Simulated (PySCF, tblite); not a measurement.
# C2HBF2: geometry, infrared bands, NMR shifts and spin-spin couplings

Aim: predict the infrared bands, NMR shifts and spin-spin couplings of C2HBF2 (`C#CB(F)F`).

Computed with tblite 0.8.0 and PySCF 2.14.0, with density-fitted response routines of our own, on a single molecule in the gas phase. Atoms are numbered from 0 throughout.

### Step 1. The molecule as given

6 atoms, charge 0, multiplicity 1; geometry from: force field or distance geometry start.

Bonds of the start (Å): C0–C1 1.22, C1–B2 1.53, B2–F3 1.47, B2–F4 1.45, C0–H5 1.05.

### Step 2. Optimising the geometry with GFN2-xTB

Job settings and geometry (Å):

```
{"job": {"kind": "relax", "xc": "GFN2-xTB", "basis": "xTB"}, "charge": 0, "multiplicity": 1}
C      1.654400    -0.097500     0.010900
C      0.433300    -0.054300    -0.068300
B     -1.099600    -0.004700    -0.121100
F     -1.753500     1.267800    -0.467600
F     -1.931500    -0.989300     0.541700
H      2.700100    -0.120100     0.082900
```

On the command line:

```console
$ OMP_NUM_THREADS=1 python probes_run.py task.json out
```

The driver reads the jobs from task.json and runs them one after another.

**Question.** This job is followed by: GFN2-xTB harmonic vibrations, gas phase; GIAO PBE0/pcSseg-1 NMR shielding, non-relativistic, gas phase; B3LYP/pcJ-1 indirect spin-spin coupling, non-relativistic, gas phase. Predict these results of the whole session: strongest single infrared mode (GFN2-xTB); zero-point energy (GFN2-xTB); 13C shifts against TMS (PBE0/pcSseg-1); 1H shifts against TMS (PBE0/pcSseg-1); 11B shifts against BF3·OEt2 (PBE0/pcSseg-1); 19F shifts against CFCl3 (PBE0/pcSseg-1, means over atoms taken as alike); surface potential, 1st and 99th percentile; largest coupling of the table (B3LYP/pcJ-1).

**Answer**, as computed:

| quantity | value |
| --- | --- |
| strongest single infrared mode (GFN2-xTB) | 1276 cm⁻¹, 440 km/mol |
| zero-point energy (GFN2-xTB) | 17.1 kcal/mol |
| 13C shifts against TMS (PBE0/pcSseg-1) | 101.8, 81.9 ppm |
| 1H shifts against TMS (PBE0/pcSseg-1) | 2.12 ppm |
| 11B shifts against BF3·OEt2 (PBE0/pcSseg-1) | 15.2 ppm |
| 19F shifts against CFCl3 (PBE0/pcSseg-1, means over atoms taken as alike) | -69.3 ppm |
| surface potential, 1st and 99th percentile | -0.67 V and 2.05 V |
| largest coupling of the table (B3LYP/pcJ-1) | 1J(C,H) C0–H5, 261.9 Hz |

What this shows: Over 20 steps the energy fell by 0.762 eV; of the close pairs, B2–F3 changed most, 1.472 to 1.316 Å. All 12 modes are real, so the xTB geometry is a minimum. Unscaled tight-binding wavenumbers are off by several per cent, some by more. Its intensities can rank the bands wrongly. At PBE0/pcSseg-1: The widest tensor belongs to F3, F4: span 313 ppm, with a paramagnetic part of -227 ppm. By nearest atom (PBE0/pcSseg-1), the HOMO sits on C0, C1 about 46 % each and the LUMO on B2 34 %; C0 27 %. In the run at B3LYP/pcJ-1, the largest coupling of the table is C0–H5, 261.9 Hz, of which the Fermi-contact term gives 262.6 Hz. Density functionals describe couplings to fluorine poorly, F–F couplings above all, so those rows are rough.
